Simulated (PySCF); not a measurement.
# SeBr2 at other levels of theory

What do other methods print for SeBr2?

Computed with PySCF 2.14.0. Level: method and basis as typed in the scripts.

1 further run of the same task is left out (it didn't finish).

### Step 1. The system as given

SeBr2: 3 atoms, charge 0, spin multiplicity 1.

Bond lengths: Se1–Br2 2.259 Å, Se1–Br3 2.259 Å. Angles: Br2–Se1–Br3 102.8°.

Geometry (Å):

```csv
atom,x (Å),y (Å),z (Å)
Se1,-0.9288,0.1140,0.0000
Br2,0.4703,-0.0577,1.7647
Br3,0.4703,-0.0577,-1.7647
```

### Step 2. The base run

File input.py:

```python
from pyscf import gto, dft

mol = gto.M(
    atom='Se -0.9288 0.114 0; Br 0.4703 -0.0577 1.7647; Br 0.4703 -0.0577 -1.7647',
    basis='sbkjc',
    ecp={'Se': 'sbkjc', 'Br': 'sbkjc'},
    charge=0,
    spin=0,
    verbose=4,
)
mf = dft.UKS(mol, xc='bhandhlyp')
mf.kernel()
mf.dip_moment()
print('orbital energies (hartree):', [e[max(0, n-3):n+3].round(4) for e, n in zip(mf.mo_energy, mol.nelec)])
```

Run with:

```console
OMP_NUM_THREADS=1 python input.py
```

### Step 3. Pbesol

Run 1 changes functional: bhandhlyp → pbesol.

input.py, as its differences from that of step 2:

```diff
@@ -10,3 +10,3 @@
 )
-mf = dft.UKS(mol, xc='bhandhlyp')
+mf = dft.UKS(mol, xc='pbesol')
 mf.kernel()
```

### Step 4. ROKS

Run 2 changes SCF type: UKS → ROKS.

File input.py:

```python
from pyscf import gto, dft

mol = gto.M(
    atom='Se -0.9288 0.114 0; Br 0.4703 -0.0577 1.7647; Br 0.4703 -0.0577 -1.7647',
    basis='sbkjc',
    ecp={'Se': 'sbkjc', 'Br': 'sbkjc'},
    charge=0,
    spin=0,
    verbose=4,
)
mf = dft.ROKS(mol, xc='bhandhlyp')
mf.kernel()
mf.dip_moment()
print('orbital energies (hartree):', mf.mo_energy[..., max(0, mol.nelec[1]-3):mol.nelec[0]+3].round(4))
```

### Step 5. CASSCF (ROHF)

Run 3 changes step after the SCF: none → casscf; SCF type: UKS → ROHF; functional: bhandhlyp → none (Hartree–Fock); active space: none → 8 electrons in 6 orbitals.

File input.py:

```python
from pyscf import gto, scf, mcscf

mol = gto.M(
    atom='Se -0.9288 0.114 0; Br 0.4703 -0.0577 1.7647; Br 0.4703 -0.0577 -1.7647',
    basis='sbkjc',
    ecp={'Se': 'sbkjc', 'Br': 'sbkjc'},
    charge=0,
    spin=0,
    verbose=4,
)
mf = scf.ROHF(mol)
mf.kernel()
mc = mcscf.CASSCF(mf, 6, 8)
mc.kernel()
mc.analyze()
mf.dip_moment()
print('orbital energies (hartree):', mf.mo_energy[..., max(0, mol.nelec[1]-3):mol.nelec[0]+3].round(4))
```

Before running it: what results should come out? Wanted: for each run, E(SCF); from base; gap; SCF dipole; after the SCF.

As calculated:

```csv
run,E(SCF) (hartree),from base (eV),cycles,gap (eV),SCF dipole (D),after the SCF
base,-35.932306,0,8,5.75,0.83,n/a
pbesol,-35.978591,not comparable,8,1.69,0.57,n/a
ROKS,-35.932306,0.0000,8,n/a,0.83,n/a
CASSCF (ROHF),-35.376572,not comparable,9,n/a,0.97,CASSCF correlation -1.284 eV
```

In words: No change of the SCF energy comes from ROKS. The gap between the frontier levels is 1.7 eV with pbesol (0 % exact exchange) and 5.7 eV with bhandhlyp (50 %): exact exchange opens it. Total energies of different functionals can't be compared with each other; differences within one functional can. The dearest run is “CASSCF (ROHF)”, at 17 s against 3.3 s.
